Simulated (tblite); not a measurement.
# C20H16B2N2: the cost of one run

Computed with tblite 0.8.0 and PySCF 2.14.0 and routines of our own; the level stands in each step. Atoms count from 0.

## 1. The system as given

40 atoms, charge 0, multiplicity 1; geometry from: force field, distance geometry or constructed start.

## 2. Geometry optimisation with GFN2-xTB

What the job is given:

```
{"job": {"kind": "relax", "xc": "GFN2-xTB", "basis": "xTB"}, "charge": 0, "multiplicity": 1}
B     -4.514500     0.341100    -0.808000
C     -4.445900     1.642700     0.059200
C     -3.305900     2.175500     0.532600
C     -1.946600     1.756400     0.125800
C     -1.124500     2.744100    -0.379500
C      0.220200     2.519400    -0.600900
C      0.815700     1.263700    -0.358900
C     -0.049900     0.164700     0.022400
C     -1.417500     0.457200     0.368300
C     -2.166200    -0.429700     1.302500
C     -3.304100    -1.060100     0.988700
N     -3.912400    -0.960300    -0.300200
C      0.425600    -1.131800     0.058000
C     -0.449500    -2.327500    -0.067900
C      0.035500    -3.547900     0.137000
C      1.460500    -3.760100     0.446700
C      2.317600    -2.735600     0.395500
N      1.844300    -1.415200     0.088600
B      2.799300    -0.277500    -0.208800
C      4.351800    -0.435000    -0.384500
C      5.073600     0.632800    -0.732900
C      4.468500     1.963200    -0.963100
C      3.151700     2.195100    -0.847700
C      2.166200     1.105700    -0.495000
H     -5.396200     0.268200    -1.592800
H     -5.382200     2.151800     0.263200
H     -3.396600     3.115100     1.072600
H     -1.520000     3.738500    -0.566100
H      0.776600     3.370200    -0.960500
H     -1.692100    -0.663700     2.251300
H     -3.689100    -1.787200     1.688500
H     -4.255200    -1.835800    -0.746400
H     -1.468600    -2.240900    -0.416200
H     -0.609200    -4.414900     0.039700
H      1.824400    -4.756300     0.653500
H      3.365100    -2.922500     0.586600
H      4.834300    -1.389900    -0.245100
H      6.147000     0.522200    -0.858300
H      5.126200     2.778500    -1.225900
H      2.832100     3.209400    -1.031500
```

Launch:

```bash
> OMP_NUM_THREADS=1 python large_run.py task.json out
```

This one command runs all jobs of the session in turn.

**Question.** How long does this first job take on 1 thread of Arm Neoverse N1, shared host, and how much memory does it need?

About 3.3 s, with a peak of 0.18 GiB.
